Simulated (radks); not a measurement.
# Tc³⁺ in [Kr] 4d4: an all-electron calculation

What are the levels of the technetium ion Tc3+, how large are its shells, and how does its energy divide?

The numbers are computed with radks (a radial shooting solver on a logarithmic mesh, Libxc functionals) version 1 (scalar-relativistic Kohn-Sham, revPBE, spin-polarised, spherical densities, finite nucleus; open shells are filled with parallel spins first), except any that are marked as measured or tabulated.

## 1. What is computed

| Property | Result |
| --- | --- |
| element | technetium (Z = 43) |
| charge | +3 |
| electrons | 40 |
| configuration | [Kr] 4d4 |
| nuclear rms radius | 4.4112 fm |

Outer shells as boxes (Hund's rule):

Tc³⁺
```
[Kr] core
4d [↑ ][↑ ][↑ ][↑ ][  ]
```

## 2. The calculation

The run's settings:

```text
Z 43
configuration [Kr] 4d4
relativity scalar-relativistic
functional pbe_r,pbe
spin polarised
nucleus finite rms 4.4112 fm
c 137.035999084
```

**Question.** What will this run give?

**Answer**, as computed:

| quantity | value |
| --- | --- |
| total energy | -4283.96608 hartree |
| exchange-correlation share of it | 2.98 % |
| −T/E | 1.0326 |
| highest occupied level | 4d up, -36.412 eV |
| most extended occupied level | 4d up, <r> = 1.51 bohr |
| radius at density 0.001 e/bohr³ | 3.24 bohr |
| maxima of the radial density | 4 |
| ionisation energy, NIST | 41 (theory) eV |

4 principal shells are occupied and 4 maxima appear in the radial density. −T/E is 1.033: with relativity the kinetic term as defined here no longer equals −E. The top level binds by 36.412 eV, 89 % of the NIST ionisation energy of 41 eV; the potential of a semilocal functional falls off too fast, so its top eigenvalue is too shallow. Open shells are spherical and high-spin; term and fine-structure splittings are not resolved.
